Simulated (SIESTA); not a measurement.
# Te3MoWS in SIESTA: band structure with PBEsol

Aim: the band structure of Te3MoWS with PBEsol.

All numbers are computed with SIESTA 5.4.2; they aren't measurements. Logs are shortened: lines on timing, memory, paths and dates and some standing lists are left out, and cuts for length are marked.

## Step 1: Starting point

The cell holds a slab with vacuum, 12 atoms: a = 3.451 Å, b = 3.451 Å, c = 39.333 Å, α = 90.00°, β = 90.00°, γ = 120.00°.

## Step 2: Band structure, PBEsol

Contents of Te3MoWS.fdf:

```
SystemName                      Te3MoWS
SystemLabel                     Te3MoWS
NumberOfSpecies                 4
NumberOfAtoms                   12
%block ChemicalSpeciesLabel
  1  74 W
  2  52 Te
  3  42 Mo
  4  16 S
%endblock ChemicalSpeciesLabel

LatticeConstant                 1.0 Ang
%block LatticeVectors
     3.4506328910     0.0000000000     0.0000000000
    -1.7253164455     2.9883357428     0.0000000000
     0.0000000000     0.0000000000    39.3334260000
%endblock LatticeVectors
AtomicCoordinatesFormat         Fractional
%block AtomicCoordinatesAndAtomicSpecies
     0.3333333333     0.6666666667     0.6575190000  1  W
     0.0000000000     0.0000000000     0.4696690000  1  W
     0.0000000000     0.0000000000     0.6102210000  2  Te
     0.0000000000     0.0000000000     0.2347920000  2  Te
     0.3333333333     0.6666666667     0.1409200000  2  Te
     0.3333333333     0.6666666667     0.0468080000  2  Te
     0.0000000000     0.0000000000     0.7048500000  2  Te
     0.0000000000     0.0000000000     0.3289030000  2  Te
     0.3333333333     0.6666666667     0.2819200000  3  Mo
     0.0000000000     0.0000000000     0.0938490000  3  Mo
     0.3333333333     0.6666666667     0.5075850000  4  S
     0.3333333333     0.6666666667     0.4317150000  4  S
%endblock AtomicCoordinatesAndAtomicSpecies

%block kgrid.MonkhorstPack
    9   0   0  0.0
    0   9   0  0.0
    0   0   1  0.0
%endblock kgrid.MonkhorstPack
XC.Functional                   GGA
XC.Authors                      PBEsol
PAO.BasisSize                   DZP
PAO.EnergyShift                 0.003 Ry
Mesh.Cutoff                     800 Ry
OccupationFunction              FD
ElectronicTemperature           0.05 eV
MaxSCFIterations                120
SCF.MustConverge                false
SCF.Mixer.Method                Pulay
SCF.Mixer.Weight                0.25
SCF.Mixer.History               8
SCF.DM.Tolerance                5.0e-05
SCF.H.Tolerance                 1.0e-03 eV
WriteForces                     true
Charge.Mulliken                 end
BandLinesScale                  ReciprocalLatticeVectors
%block BandLines
    1    0.000000   0.000000   0.000000  \Gamma
   14    0.500000   0.000000   0.000000  M
    8    0.333333   0.333333   0.000000  K
   16    0.000000   0.000000   0.000000  \Gamma
    2    0.000000   0.000000   0.500000  A
   14    0.500000   0.000000   0.500000  L
    8    0.333333   0.333333   0.500000  H
   16    0.000000   0.000000   0.500000  A
    1    0.500000   0.000000   0.500000  L
    2    0.500000   0.000000   0.000000  M
    1    0.333333   0.333333   0.000000  K
    2    0.333333   0.333333   0.500000  H
%endblock BandLines
%block PAO.Basis
  W 5
  n=5 0 2
    3.045 0.000
  n=6 0 2
    7.595 0.000
  n=5 1 2
    3.655 0.000
  n=6 1 1
    7.595
  n=5 2 2
    6.615 0.000
  Te 4
  n=5 0 2
    5.613 0.000
  n=5 1 2
    7.253 0.000
  n=4 2 2
    3.260 0.000
  n=5 2 1
    7.253
  Mo 5
  n=4 0 2
    3.234 0.000
  n=5 0 2
    8.897 0.000
  n=4 1 2
    3.729 0.000
  n=5 1 1
    8.897
  n=4 2 2
    6.735 0.000
%endblock PAO.Basis
```

Potentials or basis: PseudoDojo 0.4 standard (PBEsol files), DZP (energy shift 0.003 Ry; two zetas on semicore shells).

Run with:

```sh
> siesta < Te3MoWS.fdf > Te3MoWS.out 2>&1
```

Te3MoWS.out:

```text
Version         : 5.4.2

                           ***********************
                           *  WELCOME TO SIESTA  *
                           ***********************

 NOTE: Siesta V5 introduces some new defaults for basis-set generation
 NOTE: which might lead to slightly different numerical results.
 NOTE: Please see the manual for full details and compatibility measures.

reinit: Reading from standard input
reinit: Dumping input in INPUT_TMP.04656
************************** Dump of input data file ****************************
SystemName                      Te3MoWS
SystemLabel                     Te3MoWS
NumberOfSpecies                 4
NumberOfAtoms                   12
%block ChemicalSpeciesLabel
  1  74 W
  2  52 Te
  3  42 Mo
  4  16 S
%endblock ChemicalSpeciesLabel
LatticeConstant                 1.0 Ang
%block LatticeVectors
     3.4506328910     0.0000000000     0.0000000000
    -1.7253164455     2.9883357428     0.0000000000
     0.0000000000     0.0000000000    39.3334260000
%endblock LatticeVectors
AtomicCoordinatesFormat         Fractional
%block AtomicCoordinatesAndAtomicSpecies
     0.3333333333     0.6666666667     0.6575190000  1  W
     0.0000000000     0.0000000000     0.4696690000  1  W
     0.0000000000     0.0000000000     0.6102210000  2  Te
     0.0000000000     0.0000000000     0.2347920000  2  Te
     0.3333333333     0.6666666667     0.1409200000  2  Te
     0.3333333333     0.6666666667     0.0468080000  2  Te
     0.0000000000     0.0000000000     0.7048500000  2  Te
     0.0000000000     0.0000000000     0.3289030000  2  Te
     0.3333333333     0.6666666667     0.2819200000  3  Mo
     0.0000000000     0.0000000000     0.0938490000  3  Mo
     0.3333333333     0.6666666667     0.5075850000  4  S
     0.3333333333     0.6666666667     0.4317150000  4  S
%endblock AtomicCoordinatesAndAtomicSpecies
%block kgrid.MonkhorstPack
    9   0   0  0.0
    0   9   0  0.0
    0   0   1  0.0
%endblock kgrid.MonkhorstPack
XC.Functional                   GGA
XC.Authors                      PBEsol
PAO.BasisSize                   DZP
PAO.EnergyShift                 0.003 Ry
Mesh.Cutoff                     800 Ry
OccupationFunction              FD
ElectronicTemperature           0.05 eV
MaxSCFIterations                120
SCF.MustConverge                false
SCF.Mixer.Method                Pulay
SCF.Mixer.Weight                0.25
SCF.Mixer.History               8
SCF.DM.Tolerance                5.0e-05
SCF.H.Tolerance                 1.0e-03 eV
WriteForces                     true
Charge.Mulliken                 end
BandLinesScale                  ReciprocalLatticeVectors
%block BandLines
    1    0.000000   0.000000   0.000000  \Gamma
   14    0.500000   0.000000   0.000000  M
    8    0.333333   0.333333   0.000000  K
   16    0.000000   0.000000   0.000000  \Gamma
    2    0.000000   0.000000   0.500000  A
   14    0.500000   0.000000   0.500000  L
    8    0.333333   0.333333   0.500000  H
   16    0.000000   0.000000   0.500000  A
    1    0.500000   0.000000   0.500000  L
    2    0.500000   0.000000   0.000000  M
    1    0.333333   0.333333   0.000000  K
    2    0.333333   0.333333   0.500000  H
%endblock BandLines
%block PAO.Basis
[... 1179 lines left out ...]
siesta:         Total =  -25640.477424
siesta:         Fermi =      -4.524137

siesta: Atomic forces (eV/Ang):
siesta:      1   -0.000008    0.000005    0.025104
siesta:      2    0.000003   -0.000002   -0.015542
siesta:      3    0.000004   -0.000002   -0.146216
siesta:      4    0.000004   -0.000002   -0.098932
siesta:      5   -0.000004    0.000002    0.129690
siesta:      6   -0.000004    0.000002   -0.057226
siesta:      7    0.000004   -0.000002    0.048769
siesta:      8    0.000004   -0.000002    0.162163
siesta:      9   -0.000008    0.000005   -0.079766
siesta:     10    0.000008   -0.000005    0.010304
siesta:     11   -0.000002    0.000001   -0.007183
siesta:     12   -0.000002    0.000001    0.027929
siesta: ----------------------------------------
siesta:    Tot   -0.000000    0.000000   -0.000908

siesta: Stress tensor (static) (eV/Ang**3):
siesta:     0.006613    0.000009   -0.000000
siesta:     0.000009    0.006623   -0.000000
siesta:    -0.000000   -0.000000    0.001228

siesta: Cell volume =        405.592507 Ang**3

siesta: Pressure (static):
siesta:                Solid            Molecule  Units
siesta:          -0.00005251         -0.00004804  Ry/Bohr**3
siesta:          -0.00482151         -0.00441079  eV/Ang**3
siesta:          -7.72491257         -7.06685835  kBar

Basis Enthalpy Calculation:
    Basis Pressure for species 1(W) :      0.2000000 GPa
    Basis Pressure for species 2(Te) :      0.2000000 GPa
    Basis Pressure for species 3(Mo) :      0.2000000 GPa
    Basis Pressure for species 4(S) :      0.2000000 GPa

    Orbital volume contribution        =          12.114560 eV
    (Free)E + p_basis*V_orbitals       =      -25628.369733 eV
    (Free)Eharris+ p_basis*V_orbitals  =      -25628.369733 eV

mulliken: Atomic and Orbital Populations:

Species: W
Atom  Qatom  Qorb
               5s      5s      6s      6s      5py     5pz     5px     5py
               5pz     5px     6py     6pz     6px     5dxy    5dyz    5dz2
               5dxz    5dx2-y2 5dxy    5dyz    5dz2    5dxz    5dx2-y2
   1 13.290   1.892   0.036  -0.107   0.262   1.937   1.945   1.937   0.060
              0.045   0.060   0.144   0.142   0.144   0.996   0.988   1.294

              0.988   0.996  -0.067  -0.037  -0.262  -0.037  -0.067
   2 13.653   1.948   0.043   0.789  -0.196   1.942   1.941   1.942   0.060
              0.065   0.060   0.257   0.274   0.257   0.867   0.561   0.968

              0.561   0.867  -0.003   0.217   0.021   0.217  -0.003

Species: Te
Atom  Qatom  Qorb
               5s      5s      5py     5pz     5px     5py     5pz     5px
               4dxy    4dyz    4dz2    4dxz    4dx2-y2 4dxy    4dyz    4dz2
               4dxz    4dx2-y2 5dxy    5dyz    5dz2    5dxz    5dx2-y2
   3 16.348   1.768   0.053   1.518   1.559   1.518  -0.207  -0.085  -0.207
              1.970   1.974   1.973   1.974   1.970   0.036   0.029   0.033

              0.029   0.036   0.086   0.083   0.068   0.083   0.086
   4 16.161   1.778   0.054   1.315   1.418   1.315  -0.076   0.008  -0.076
              1.968   1.968   1.967   1.968   1.968   0.039   0.036   0.041
[... 13 lines left out ...]
              0.027   0.036   0.085   0.079   0.060   0.079   0.085
   8 16.107   1.773   0.055   1.325   1.481   1.325  -0.090  -0.032  -0.090
              1.969   1.973   1.972   1.973   1.969   0.037   0.029   0.034

              0.029   0.037   0.084   0.053   0.061   0.053   0.084

Species: Mo
Atom  Qatom  Qorb
               4s      4s      5s      5s      4py     4pz     4px     4py
               4pz     4px     5py     5pz     5px     4dxy    4dyz    4dz2
               4dxz    4dx2-y2 4dxy    4dyz    4dz2    4dxz    4dx2-y2
   9 13.723   1.881   0.049  -0.243   0.560   1.907   1.915   1.907   0.091
              0.081   0.091   0.127   0.114   0.127   1.076   0.961   1.341

              0.961   1.076  -0.058   0.029  -0.242   0.029  -0.058
  10 13.732   1.881   0.048  -0.242   0.561   1.907   1.915   1.907   0.091
              0.081   0.091   0.126   0.115   0.126   1.082   0.964   1.340

              0.964   1.082  -0.061   0.026  -0.239   0.026  -0.061

Species: S
Atom  Qatom  Qorb
               3s      3s      3py     3pz     3px     3py     3pz     3px
               3Pdxy   3Pdyz   3Pdz2   3Pdxz   3Pdx2-y2
  11  6.189   1.787   0.037   1.208   1.522   1.208   0.108  -0.005   0.108
              0.042   0.044   0.044   0.044   0.042
  12  6.184   1.787   0.038   1.205   1.520   1.205   0.110  -0.004   0.110
              0.042   0.044   0.044   0.044   0.042

mulliken: Qtot =      164.000

Mulliken Atomic Populations:
Atom #   charge [q] valence [e]  Species
     1     0.710336   13.289664  W
     2     0.346710   13.653290  W
     3    -0.348168   16.348168  Te
     4    -0.160527   16.160527  Te
     5    -0.160485   16.160485  Te
     6    -0.105854   16.105854  Te
     7    -0.347119   16.347119  Te
     8    -0.106837   16.106837  Te
     9     0.277133   13.722867  Mo
    10     0.267824   13.732176  Mo
    11    -0.188626    6.188626  S
    12    -0.184387    6.184387  S
 Total    -0.000000

siesta: Electric dipole (a.u.)  =   -0.000000   -0.000000    0.022055
siesta: Electric dipole (Debye) =   -0.000000   -0.000000    0.056059

Job completed
```

Wall time 6.2 min (1 thread of Arm Neoverse V2, shared host); peak memory 1.2 GiB.

Results:

| Quantity | Value |
| --- | --- |
| Free energy | -25640.4843 eV |
| Largest force | 0.162 eV/Å |
| Band gap on the k mesh | none (metal or under the smearing width) |

Forces in eV/Å, atoms in the order of the input:
```
W    0.000  0.000  0.025
W    0.000  0.000 -0.016
Te   0.000  0.000 -0.146
Te   0.000  0.000 -0.099
Te   0.000  0.000  0.130
Te   0.000  0.000 -0.057
Te   0.000  0.000  0.049
Te   0.000  0.000  0.162
Mo   0.000  0.000 -0.080
Mo   0.000  0.000  0.010
S    0.000  0.000 -0.007
S    0.000  0.000  0.028
```

Levels at the corners of the path, in eV from the Fermi level:
```csv
point,band 79,band 80,band 81,band 82,band 83,band 84,band 85,band 86
Γ,-0.76,-0.76,-0.55,-0.17,1.54,1.54,1.87,1.87
M,-0.95,-0.29,-0.27,-0.16,0.95,1.17,1.47,1.54
K,-1.14,-0.19,-0.08,-0.06,-0.02,1.13,1.21,1.33
Γ,-0.76,-0.76,-0.55,-0.17,1.54,1.54,1.87,1.87
A,-0.76,-0.76,-0.55,-0.17,1.54,1.54,1.87,1.87
L,-0.95,-0.29,-0.27,-0.16,0.95,1.17,1.47,1.54
H,-1.14,-0.19,-0.08,-0.06,-0.02,1.13,1.21,1.33
A,-0.76,-0.76,-0.55,-0.17,1.54,1.54,1.87,1.87
L,-0.95,-0.29,-0.27,-0.16,0.95,1.17,1.47,1.54
M,-0.95,-0.29,-0.27,-0.16,0.95,1.17,1.47,1.54
K,-1.14,-0.19,-0.08,-0.06,-0.02,1.13,1.21,1.33
H,-1.14,-0.19,-0.08,-0.06,-0.02,1.13,1.21,1.33
```

Caveat: short orbitals over semicore shells can move pressures by several GPa; spin-orbit coupling is left out, which moves the levels of the heavy elements; the basis of atomic orbitals isn't converged, which shifts pressures, moduli and gaps.

## Step 3: The reference run

An earlier run on the cell as given: functional PBEsol; potentials or basis PseudoDojo 0.4 standard (PBEsol files); basis DZP (energy shift 0.003 Ry; two zetas on semicore shells); grid cutoff 800 Ry; energy shift 0.003 Ry; k mesh 9 × 9 × 1; occupations fermi-dirac, width 0.05 eV; no spin polarisation.

* Largest force: 0.162 eV/Å
* Band gap on the k mesh: none (metal or under the smearing width)
* Hirshfeld charges: W +0.07, +0.26; Te -0.02, -0.05, -0.04; Mo +0.10; S -0.14 e
* Voronoi charges: W +0.08, +0.38; Te -0.02, -0.03, -0.04, -0.01; Mo +0.06; S -0.20 e
* Work function: 4.44 eV
